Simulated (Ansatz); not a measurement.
# C4H7Al, SMILES CC#C[CH2][AlH2]: a ladder of methods at one geometry

Computed with the Ansatz DFT code, driven from Python.

Typed at the interpreter:
```pycon
>>> from pathlib import Path
>>> import ansatz
>>> import numpy as np
>>> BASIS = "def2-SVP"
>>> geometry_ang = [
...     ("C", [2.5759, 0.579, 0.0532]),
...     ("C", [1.2132, 0.0777, 0.2308]),
...     ("C", [0.0896, -0.335, 0.3765]),
...     ("C", [-1.2734, -0.8371, 0.555]),
...     ("Al", [-2.4982, 0.0771, -0.7237]),
...     ("H", [2.5994, 1.2937, -0.7951]),
...     ("H", [2.9043, 1.0939, 0.9795]),
...     ("H", [3.2577, -0.2699, -0.1596]),
...     ("H", [-1.2926, -1.9301, 0.3659]),
...     ("H", [-1.6083, -0.6359, 1.5933]),
...     ("H", [-3.309, -0.7783, -1.8009]),
...     ("H", [-2.6586, 1.665, -0.6749]),
... ]
>>> molecule = ansatz.Crystal.molecule()
>>> for symbol, xyz in geometry_ang:
...     molecule = molecule.atom(symbol, xyz)
...
>>> job = molecule.calculation().basis(gaussian=BASIS)
>>> print("functional    E (Ha)        dipole (D)   HOMO (eV)  LUMO (eV)")
functional    E (Ha)        dipole (D)   HOMO (eV)  LUMO (eV)
>>> for name in ["lc_wpbe", "revpbe", "cam_b3lyp", "hse06", "r2scan0"]:
...     report = job.functional(name).forces().orbitals().run(threads=1, pin="off", runs_dir="runs").report
...     lines = Path(report["orbitals_path"]).read_text().splitlines()
...     field_of = lambda key: [line.split("=")[1].strip() for line in lines if line.startswith(key)]
...     orbitals = [(27.211386 * float(e), s, float(n)) for e, s, n in zip(field_of("Ene="), field_of("Spin="), field_of("Occup="))]
...     homo = max(e for e, _, n in orbitals if n > 0.5)
...     lumo = min(e for e, _, n in orbitals if n < 0.5)
...     dipole = 4.803205 * np.linalg.norm(report["charge_distribution"]["dipole_moment_e_ang"])
...     print(f"{name:10s} {report['free_energy_ev'] / 27.211386246:14.6f} {dipole:9.3f} {homo:11.3f} {lumo:10.3f}")
...
lc_wpbe       -398.602768     0.363      -9.206      0.653
revpbe        -398.698900     0.490      -5.348     -2.053
cam_b3lyp     -398.701677     0.386      -7.808     -0.457
hse06         -398.469887     0.426      -6.159     -1.777
r2scan0       -398.646002     0.398      -6.703     -1.238
```

Total energies depend on the basis set; only differences at equal settings carry meaning. The geometry is a force-field or estimated start, not a minimum of this method, and the basis set is short of its limit. A lower total doesn't mark the better method: functionals have no common bound, and MP2 and coupled cluster aren't variational. Levels such as HOMO and LUMO are orbital energies: with these approximate functionals they aren't the ionisation energy and electron affinity, and their gap isn't the fundamental gap. hse06 follows the composition of plane-wave codes, whose totals differ by tens of mHa, up to about 0.1 Ha, from the form usual in Gaussian-basis programs (wpbeh). Timing: 18 s on 1 thread of AMD EPYC 9B14 (Zen 4), with other jobs on the host, peak memory 0.32 GiB.
